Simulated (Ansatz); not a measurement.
# Si2W: strong compression

One table from this session's results is given with a row withheld; the runs are named, their logs left out.

Computed with Ansatz 0.2.0 (DFT LDA, with the methods named in each step, unless a step's input says otherwise).

1 further run of the same task is left out (it didn't finish). Runs told in other sessions of the task aren't counted.

## The system as given

The structure is tetragonal, space group I4/mmm (No. 139). Conventional cell: a = 3.118 Å, b = 3.118 Å, c = 7.640 Å, α = 90.00°, β = 90.00°, γ = 90.00°. W (site symmetry 4/mmm) has 10 Si at 2.54 to 2.56 Å in its first shell of neighbours. Si (site symmetry 4mm) has 5 Si at 2.52 to 2.56 Å and 5 W at 2.54 to 2.56 Å in its first shell of neighbours.

Structure file:

```
W Si
1.0
    -1.55922    1.55922    3.82008
     1.55922   -1.55922    3.82008
     1.55922    1.55922   -3.82008
W Si
1 2
Cartesian
  0.0000 0.0000 0.0000
  0.0000 0.0000 2.5595
  0.0000 0.0000 -2.5595
```

Whether this phase is the stable one at these pressures isn't tested.

Atoms are numbered in the order of the input: W1, Si2, Si3.

Set-up of the first run:

Input file input.yaml:

```yaml
crystal:
  lattice:
    - [-1.5592157582, 1.5592157582, 3.8200786076]
    - [1.5592157582, -1.5592157582, 3.8200786076]
    - [1.5592157582, 1.5592157582, -3.8200786076]
  atoms:
    - { symbol: W, position: [0.0, 0.0, 0.0] }
    - { symbol: Si, position: [0.335, 0.335, 0.0] }
    - { symbol: Si, position: [-0.335, -0.335, 0.0] }
kpoints:
  mp_grid: { grid: [14, 14, 14] }
scf:
  occupations: { method: fermi_dirac, width: 0.08 }
hamiltonian:
  xc: lda
  pseudopotentials: { kind: paw }
output:
  forces: true
  stress: true
relax:
  f_tol: 0.005
  max_steps: 40
  cell: {}
```

Command:

```console
$ ansatz run input.yaml --threads 1 --pin off --max-ram 3072MiB --backend cpu --events-out ev --progress --plain --runs-dir out
```

Steps of the session up to this table: Cell relaxed at zero pressure, PAW; Volume scaled by 1, PAW; Shape and atoms relaxed at 0.94 of the volume, PAW; Volume scaled by 0.94, PAW; Shape and atoms relaxed at 0.88 of the volume, PAW; Volume scaled by 0.88, PAW; Shape and atoms relaxed at 0.8 of the volume, PAW; Volume scaled by 0.8, PAW; Shape and atoms relaxed at 0.72 of the volume, PAW; Volume scaled by 0.72, PAW; Shape and atoms relaxed at 0.62 of the volume, PAW; Volume scaled by 0.62, PAW; Volume scaled by 0.62, PAW (level accurate).

One of the session's tables, all rows but one given; the rest of the session is left out.

```
              method  volume over the first  volume (Å³/atom)  pressure (GPa)  largest force (eV/Å)
                 PAW                      1            13.141            0.05                 0.002
                 PAW                   0.94            12.352           16.89                 0.000
                 PAW                   0.88            11.564           40.12                 0.000
                 PAW                    0.8            10.513           85.48                 0.002
                 PAW                   0.72             9.461          156.23                 0.000
                 PAW                   0.62             8.147          306.76                 0.000
PAW (level accurate)                   0.62                 ?               ?                     ?
```

**Question.** Estimate the row for PAW (level accurate), 0.62.

As computed: volume (Å³/atom): 8.147; pressure (GPa): 304.17; largest force (eV/Å): 0.042.

Caveats from the session: At pressures up to 307 GPa the PAW spheres may overlap and frozen cores may not hold, so those PAW values are rough without an all-electron check.
